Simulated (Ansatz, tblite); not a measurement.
# SiHMe2(NMe2) (C4H13NSi): removing an electron

An exercise on one series of results from a longer session: the logs are not shown, and one member is left open.

Program: Ansatz 0.2.0, Gaussian basis. Level of theory: as each input shows. These are calculated values, not measurements.

Levels to be run: charge +1 doublet, at the geometry of the singlet (PBE0-D4/def2-TZVP, PBE-D4/def2-TZVP, HF/def2-TZVP, CCSD(T)/def2-SVP); the starting singlet's energies come from earlier runs.

2 further runs of the same task are left out: 2 set aside as unsound or not needed.

### The structure

The singlet was relaxed beforehand with PBE-D4/def2-SVP.

19 atoms, charge 0, spin multiplicity 1.

Atoms are counted from 1 here; the program's logs count them from 0.

Bond lengths: Si1–H2 1.511 Å, Si1–C3 1.896 Å, Si1–C7 1.888 Å, Si1–N11 1.760 Å, C3–H4 1.110 Å, C3–H5 1.110 Å, C3–H6 1.110 Å, C7–H8 1.110 Å, C7–H9 1.109 Å, C7–H10 1.110 Å, N11–C12 1.448 Å, N11–C13 1.447 Å, C12–H14 1.116 Å, C12–H15 1.110 Å, C12–H16 1.121 Å, C13–H17 1.108 Å, C13–H18 1.121 Å, C13–H19 1.116 Å. Angles: H2–Si1–C3 107.6°, H2–Si1–C7 110.5°, H2–Si1–N11 105.6°, C3–Si1–C7 109.4°, C3–Si1–N11 114.0°, C7–Si1–N11 109.6°, Si1–C3–H4 111.1°, Si1–C3–H5 111.1°, Si1–C3–H6 111.1°, H4–C3–H5 107.6°, H4–C3–H6 107.8°, H5–C3–H6 107.9°, Si1–C7–H8 109.6°, Si1–C7–H9 111.5°, Si1–C7–H10 112.0°, H8–C7–H9 108.0°, H8–C7–H10 107.2°, H9–C7–H10 108.4° and more.

Set-up of the first run:

in.yaml reads:

```yaml
crystal:
  periodic: [false, false, false]
  atoms:
    - {symbol: Si, position_ang: [0.254729, 0.673054, 0.610335]}
    - {symbol: H, position_ang: [0.059897, 0.751187, 2.106216]}
    - {symbol: C, position_ang: [2.117827, 0.547662, 0.278968]}
    - {symbol: H, position_ang: [2.548483, -0.356158, 0.757247]}
    - {symbol: H, position_ang: [2.656733, 1.430919, 0.682215]}
    - {symbol: H, position_ang: [2.327688, 0.487890, -0.809422]}
    - {symbol: C, position_ang: [-0.427914, 2.221170, -0.227954]}
    - {symbol: H, position_ang: [0.027269, 3.123701, 0.229576]}
    - {symbol: H, position_ang: [-1.527805, 2.294745, -0.110108]}
    - {symbol: H, position_ang: [-0.189806, 2.246086, -1.311400]}
    - {symbol: N, position_ang: [-0.662099, -0.734273, 0.085150]}
    - {symbol: C, position_ang: [-0.565568, -1.974320, 0.826633]}
    - {symbol: C, position_ang: [-1.135945, -0.898837, -1.272338]}
    - {symbol: H, position_ang: [-1.547441, -2.504579, 0.852204]}
    - {symbol: H, position_ang: [-0.269557, -1.777301, 1.877893]}
    - {symbol: H, position_ang: [0.178074, -2.694400, 0.397493]}
    - {symbol: H, position_ang: [-1.246181, 0.082242, -1.775923]}
    - {symbol: H, position_ang: [-0.460474, -1.527825, -1.907790]}
    - {symbol: H, position_ang: [-2.137921, -1.390973, -1.289008]}
basis:
  gaussian: {orbitals: def2-TZVP}
total_charge: 1
magnetization: {spin_polarized: true, initial_magnetization: 1}
hamiltonian: {xc: pbe0, dispersion: d4}
scf: {omitted_lower_state_checks: [starts]}
output: {orbitals: {seedname: orbitals}}
```

Command:

```console
$ ansatz run in.yaml --threads 2 --pin off --events-out ev --progress --plain --max-ram 20480MiB --backend cuda --devices 0, --max-vram 18GiB
```

Steps of the session up to this table: Charge +1 doublet at the fixed geometry, PBE0-D4/def2-TZVP; Charge +1 doublet at the fixed geometry, PBE-D4/def2-TZVP; Charge +1 doublet at the fixed geometry, HF/def2-TZVP; Charge +1 doublet at the fixed geometry, CCSD(T)/def2-SVP.

One table of the session follows, with a row left open; its other results are not shown here.

It belongs to the step «Vertical ionisation energy». 

```
           method  vertical ionisation energy (eV)
      HF/def2-SVP                             6.95
     HF/def2-TZVP                             6.88
 PBE-D4/def2-TZVP                             7.77
PBE0-D4/def2-TZVP                                ?
     MP2/def2-SVP                             8.08
    CCSD/def2-SVP                             7.84
 CCSD(T)/def2-SVP                             7.86
```

**Question.** Estimate the row for PBE0-D4/def2-TZVP.

The run gave: vertical ionisation energy (eV): 7.91. In the column «vertical ionisation energy (eV)» it lies between CCSD(T)/def2-SVP (7.86) and MP2/def2-SVP (8.08).
